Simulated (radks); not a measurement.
# Taking charge from the 5s level of Ba³⁺ in fractions

One table from this session's results is given with a row withheld; the runs are named, their logs left out.

Program: radks (a radial shooting solver on a logarithmic mesh, Libxc functionals) version 1. Level of theory: scalar-relativistic Kohn-Sham, PBE, spin-polarised, spherical densities, point nucleus; open shells are filled with parallel spins first. These are calculated values, not measurements, unless marked.

**What is computed**

| Quantity | Value |
| --- | --- |
| element | barium (Z = 56) |
| charge | +3 |
| electrons | 53 |
| configuration | [Kr] 4d10 5s(up 1, down 1) 5p5 |

A shell typed twice in an input gives spin up, then spin down.

The first run:

Settings of this run:

```text
Z 56
configuration [Kr] 4d10 5s1 5s1 5p5
relativity scalar-relativistic
functional pbe,pbe
spin polarised
nucleus point
c 137.035999084
```

Among the steps run: Start: [Kr] 4d10 5s(up 1, down 1) 5p5.

One table of the session follows, with a row left open; its other results are not shown here.

It belongs to the step «Start: [Kr] 4d10 5s(up 1, down 1) 5p5». From the orbitals of this run (lengths in bohr):

```
  level     <r>  outermost maximum (interpolated)  90 % within  nodes
  4p up  0.7152                             0.653         1.04      2
4p down  0.7150                             0.654         1.04      2
  4d up       ?                                 ?            ?      ?
4d down  0.7982                             0.695         1.20      1
  5s up   1.603                              1.46         2.29      4
5s down   1.602                              1.46         2.29      4
  5p up   1.830                              1.64         2.64      3
5p down   1.834                              1.64         2.65      3
```

**Question.** Estimate the row for 4d up.

As computed: <r>: 0.7992; outermost maximum (interpolated): 0.695; 90 % within: 1.20; nodes: 1. In the column «<r>» it lies between 4d down (0.7982) and 5s down (1.602).
